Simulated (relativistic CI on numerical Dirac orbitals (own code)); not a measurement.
**V²⁺: 2p photoemission with charge transfer**

Aim: the 2p photoemission spectrum of V²⁺ in a cubic metal-ligand cluster, for 3 values of Delta.

Method: charge-transfer multiplet model of a cubic metal-ligand cluster with up to 1 ligand holes, Slater and spin-orbit integrals from Dirac-Coulomb-Breit ions, Slater integrals scaled by 0.8. Code: relativistic CI on numerical Dirac orbitals (own code) version 3.

## 1. What is computed

```
ion                  : V²⁺ (V III)
nuclear charge       : 23
electrons            : 21
d electrons          : 3
ligand holes at most : 1
parameters           : in eV; Veg, Vt2g hoppings, tenDq and tenDqL metal and ligand splittings (negative tenDq: tetrahedral), red the scaling of hopping with a core hole
temperature          : 300 K
widths               : Lorentz 0.6 eV, Gauss 0.8 eV
```

## 2. Delta = 7.1 eV

The run's settings:

```ini
cluster ion=V2+ d3 ligand_holes=1 slater_scale=0.8
Delta=7.1 Udd=6.2 Upd=7.9 tenDq=1.5 tenDqL=0.3 Veg=3 Vt2g=-1.64 red=1
spectrum xps 2p T=300 lorentz=0.6 gauss=0.8
```

Run with:

```
$ python run_levels.py task.json out
```

One command runs all members of the session, one after another, from task.json.

## 3. Delta = 4.1 eV

The run's settings:

```ini
cluster ion=V2+ d3 ligand_holes=1 slater_scale=0.8
Delta=4.1 Udd=6.2 Upd=7.9 tenDq=1.5 tenDqL=0.3 Veg=3 Vt2g=-1.64 red=1
spectrum xps 2p T=300 lorentz=0.6 gauss=0.8
```

## 4. Delta = 10.1 eV

The run's settings:

```ini
cluster ion=V2+ d3 ligand_holes=1 slater_scale=0.8
Delta=10.1 Udd=6.2 Upd=7.9 tenDq=1.5 tenDqL=0.3 Veg=3 Vt2g=-1.64 red=1
spectrum xps 2p T=300 lorentz=0.6 gauss=0.8
```

(Steps that only read results are left out.)

Before running it: what results should come out? Wanted: d count; ground spin.

As calculated:

| run | d count | weight without ligand hole | ground S | up to four highest peaks (% of the highest), eV from the first main peak |
| --- | --- | --- | --- | --- |
| Delta = 7.1 eV | 3.25 | 0.75 | 1.50 | 0.0 (100), 4.8 (12), 7.9 (52), 13.7 (8) |
| Delta = 4.1 eV | 3.34 | 0.66 | 1.50 | 0.0 (100), 4.7 (13), 8.2 (44), 14.1 (10) |
| Delta = 10.1 eV | 3.19 | 0.81 | 1.50 | 0.0 (100), 4.7 (11), 7.9 (56), 10.5 (10) |

| quantity | value |
| --- | --- |
| d count | 3.19 to 3.34 |
| ground spin (effective S from ⟨S²⟩) | 1.50 |

What this shows: From Delta = 4.1 eV to Delta = 10.1 eV the ground-state d count goes from 3.34 to 3.19. In the first run d3 holds 75 % of the ground state. The space is cut at the given number of ligand holes while the last configuration still holds over a tenth of the ground state. The cluster parameters are drawn, not fitted to a compound.
